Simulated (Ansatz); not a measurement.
Born–Oppenheimer molecular dynamics of a periodic cell of 24 atoms, TiSi$_{2}$ (start crystal TiSi2, start structure Fddd, volume 1.05 times the crystal's). It goes on from the last frame of an earlier run, with new velocities.

Level of theory: Ansatz, DFT PBEsol, scalar-relativistic, plane waves, PAW. Settings: accuracy low, PAW set soft_1, cutoff 420 eV, k mesh 3x2x2, fermi-dirac smearing 0.17 eV, no spin polarisation.

```json
{"ensemble": "NPT, Langevin", "time step": "2 fs", "steps asked": "140", "set temperature": "1400 K", "friction": "0.05 /fs", "pressure": "1 GPa", "seed": "663623"}
```

First frame:

```xyz
24
Lattice="4.8574 0.0000 0.0000 0.0000 8.3701 0.0000 0.0000 0.0000 8.6656" Properties=species:S:1:pos:R:3
Ti 2.466 4.032 4.555
Ti 3.900 6.131 6.810
Si 2.668 7.005 4.625
Si 2.339 1.438 4.553
Si 1.463 0.513 2.354
Si 1.335 3.551 2.396
Ti 0.099 -0.130 4.373
Ti 1.360 2.025 6.758
Si -0.004 2.726 4.564
Si 0.068 5.317 4.596
Si 3.533 4.890 2.401
Si 3.995 7.450 2.101
Ti 0.171 4.117 0.442
Ti 1.376 6.245 2.669
Si 0.204 6.995 0.039
Si 0.441 1.356 0.176
Si 3.711 0.813 6.671
Si 3.558 3.225 6.941
Ti 2.550 -0.115 0.243
Ti 3.746 2.028 2.431
Si 2.445 3.150 0.345
Si 2.433 5.668 0.519
Si 1.224 4.588 7.096
Si 1.355 7.543 6.541
```

**Question.** What does the run give?

**Answer.** All steps were run.

```yaml
steps_done: 140
time_covered: 280 fs
mean_temperature_over_the_second_half: 1375 K
spread_of_the_potential_energy_over_the_second_half: 12.5 meV per atom
mean_potential_energy_of_the_second_half_above_the_start: -15.9 meV per atom
mean_pressure_over_the_second_half: 2.7 GPa
```

The conserved energy stayed within 0.42 meV per atom of its start (net change 0.026 meV per atom), so the integration is sound. A run of 0.28 ps of so small a system gives no equilibrium averages. Limits of this set-up: coarse k mesh, PAW files made for another functional, low accuracy level. The cell's volume went from 352 to 340 Å³.

**Question.** What happens to the structure?

**Answer.** Mean squared displacements from the first frame to the last, about the centre of mass, the cell's change included: Ti 0.05 Å², Si 0.17 Å². The details hang on the random start.

**Question.** How do temperature and energy run in time?

**Answer.** 
```tsv
time (fs)	T (K)	potential energy less start (eV)	conserved less start (meV/atom)	P (GPa)	volume (Å³)
0	1342	0.000	0.00	-1.3	352.3
14	1508	-0.484	0.07	-2.7	354.4
28	1496	-0.650	0.05	-2.7	353.8
42	1151	-0.266	0.11	-1.8	351.3
56	1700	-0.059	-0.05	-1.3	351.2
70	1143	0.640	0.19	-2.1	354.2
84	1689	-0.490	-0.01	-2.7	353.9
98	1189	-1.237	0.03	-4.9	355.8
112	1306	-1.021	0.11	-3.9	354.3
126	1086	-0.452	0.11	-2.3	351.7
140	1238	-0.395	0.08	-0.9	348.9
154	1182	-0.606	0.04	0.9	344.2
168	1327	-0.630	-0.03	2.2	341.3
182	1251	-0.066	-0.03	3.5	339.0
196	1545	0.051	-0.22	4.0	338.6
210	1307	-0.105	0.04	3.3	339.9
224	1592	-0.733	-0.20	2.9	340.4
238	1256	-0.068	0.01	3.0	341.7
252	1630	-0.582	-0.12	3.0	341.1
266	1375	-0.570	-0.08	3.1	339.9
280	1230	-0.715	0.03	2.9	339.8
```

The run took 21 min on 2 threads of Arm Neoverse V2, on a shared host, peak memory 1.1 GiB.
